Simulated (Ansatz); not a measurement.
This script drives the Ansatz DFT code, driven from Python.

The script, `run_opt.py`:
```python
"""Relax the CH4ClGeI molecule."""

import ansatz as az
import numpy as np

params = {
    "basis_set": "def2-SVP",
    "xc": "b3lyp",
}

GEOMETRY = """
Cl   -2.56320    0.39630    0.35130
Ge   -0.55390    0.70730   -0.26540
C     0.46430   -0.81910    0.30460
I     2.60160   -0.54770   -0.27870
H     0.01790    1.99180    0.36650
H    -0.47400    0.84490   -1.80940
H     0.46900   -0.90420    1.42710
H     0.13040   -1.72630   -0.15180
"""

geometry = az.Crystal.molecule()
for line in GEOMETRY.strip().splitlines():
    symbol, *xyz = line.split()
    geometry = geometry.atom(symbol, [float(v) for v in xyz])

base = (
    geometry.calculation()
    .basis(gaussian=params["basis_set"])
    .functional(params["xc"])
)
symbols = [site.symbol for site in geometry.cartesian_sites]
start = np.array([site.position_ang for site in geometry.cartesian_sites], dtype=float)
summary = base.relax(force_tolerance=0.02, max_steps=100).run(threads=1).report
end = np.array(summary["positions_ang"])

for key in ("converged", "free_energy_ev", "reference_energy_ev", "n_frozen", "n_occupied", "n_virtual"):
    print(f"{key:22s} {summary[key]}")

print("final positions (A) and the move of each atom")
for symbol, xyz, old in zip(symbols, end, start):
    print(f"{symbol:2s} {xyz[0]:10.5f} {xyz[1]:10.5f} {xyz[2]:10.5f}   {np.linalg.norm(xyz - old):7.4f}")

charges = summary["charge_distribution"]
dipole = np.array(charges["dipole_moment_e_ang"]) * 4.803205
print("dipole (D): {:.3f} {:.3f} {:.3f}, length {:.3f}".format(*dipole, np.linalg.norm(dipole)))
print("atom  Mulliken   Lowdin")
for symbol, m, l in zip(symbols, charges["mulliken_charges_e"], charges["lowdin_charges_e"]):
    print(f"{symbol:4s} {m:9.3f} {l:8.3f}")
```

It is started by `python run_opt.py`. Estimate its wall time and peak memory on 1 thread of Arm Neoverse V1 (shared host).

It took about 54 s, with a peak of 0.37 GiB, for 1 run of the engine.

`python run_opt.py` gives:
```text
converged              True
free_energy_ev         -78237.40373000244
reference_energy_ev    -78237.40373000244
n_frozen               0
n_occupied             [42, 42]
n_virtual              [68, 68]
final positions (A) and the move of each atom
Cl   -2.59409    0.41697    0.34578    0.0376
Ge   -0.52374    0.74222   -0.28939    0.0520
C     0.50649   -0.81879    0.31616    0.0437
I     2.60120   -0.59528   -0.25796    0.0519
H    -0.02350    2.02520    0.39256    0.0592
H    -0.51692    0.84059   -1.82292    0.0452
H     0.49048   -0.92061    1.40830    0.0329
H     0.15219   -1.74730   -0.14832    0.0305
dipole (D): 0.804 -0.214 -0.072, length 0.835
atom  Mulliken   Lowdin
Cl      -0.268    0.104
Ge       0.525   -0.026
C       -0.322   -0.187
I       -0.027    0.185
H       -0.058   -0.050
H       -0.058   -0.050
H        0.104    0.012
H        0.104    0.012
```

Total energies depend on the basis set; only differences at equal settings carry meaning. The end point is the stationary point reached from this start; no frequency run checks that it is a minimum, and the basis set is modest. def2 sets replace the cores of elements past krypton by effective core potentials. The Löwdin charges here are taken after orthogonalising the functions within each atom; they differ from plain Löwdin charges, and their signs can be unphysical. b3lyp holds the VWN-RPA fit, as in Gaussian; the form of ORCA and Turbomole is b3lyp5.
